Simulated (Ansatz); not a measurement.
# GaSiO+ (triplet): from Hartree-Fock to the top rungs, cc-pVTZ

How much of the correlation energy of GaSiO+ (triplet) does each wave-function method recover here?

Computed with Ansatz 0.2.0, Gaussian basis. Level: cc-pVTZ, core rule «outside noble gas», up to 20 orbitals frozen.

To be run: UHF; CCSD(T) on ROHF; CCSD(T) on UHF; BCCD(T) on ROHF; CCSDT(Q) on ROHF; CCSDT(Q) on UHF.

9 further runs of the same task are left out: 4 for a known fault of the program, 5 set aside as unsound or not needed.

**1. The geometry**

The geometry is a PBE0/def2-TZVP stationary point (not a proven minimum) of the parent state, kept for this charge and spin. No spin-orbit coupling is included. The filled d shell of Ga may be among the frozen orbitals whatever the setting's name suggests; the logs give the count.

3 atoms, charge 1, spin multiplicity 3.

Atoms are counted from 1 here; the program's logs count them from 0.

Bond lengths: O1–Ga2 1.656 Å, Ga2–Si3 2.416 Å. Angles: O1–Ga2–Si3 180.0°.

**2. UHF**

File in.yaml:

```yaml
crystal:
  periodic: [false, false, false]
  atoms:
    - {symbol: O, position_ang: [0.000000, 0.000000, -1.909138]}
    - {symbol: Ga, position_ang: [0.000000, 0.000000, -0.253219]}
    - {symbol: Si, position_ang: [0.000000, 0.000000, 2.162356]}
basis:
  gaussian: {orbitals: cc-pVTZ}
total_charge: 1
magnetization: {spin_polarized: true, initial_magnetization: 2}
hamiltonian: {xc: hf}
output: {orbitals: {seedname: orbitals}}
```

Launch:

```
$ ansatz run in.yaml --threads 1 --pin off --events-out ev --progress --plain --max-ram 2816MiB --backend cpu
```

After this run come: CCSD(T) on ROHF; CCSD(T) on UHF; BCCD(T) on ROHF; CCSDT(Q) on ROHF; CCSDT(Q) on UHF.

Q: Predict the results of all the runs planned. Wanted: UCCSDT(Q) below the RHF energy; RMP2 from UCCSDT(Q); UMP2 from UCCSDT(Q); RCCSD from UCCSDT(Q); RCCSD(T) from UCCSDT(Q); UCCSD(T) from UCCSDT(Q); RCCSDT(Q) from UCCSDT(Q); T1 diagnostic.

The runs gave:

| quantity | value |
| --- | --- |
| UCCSDT(Q) below the RHF energy | -9.5098 eV |
| RMP2 from UCCSDT(Q) | +1286.4 meV |
| UMP2 from UCCSDT(Q) | +1322.8 meV |
| RCCSD from UCCSDT(Q) | +407.3 meV |
| RCCSD(T) from UCCSDT(Q) | +66.3 meV |
| UCCSD(T) from UCCSDT(Q) | +66.0 meV |
| RCCSDT(Q) from UCCSDT(Q) | +4.3 meV |
| levels within 1 kcal/mol (43 meV) | RCCSDT, UCCSDT, RCCSDT(Q) |
| T1 diagnostic | 0.022 |

What this shows: RCCSD(T) lands +66.3 meV from the yardstick (0.7 % of the correlation energy). These misses are within one basis, not against nature; the frozen cores of restricted and unrestricted runs differ, which can shift their rows.
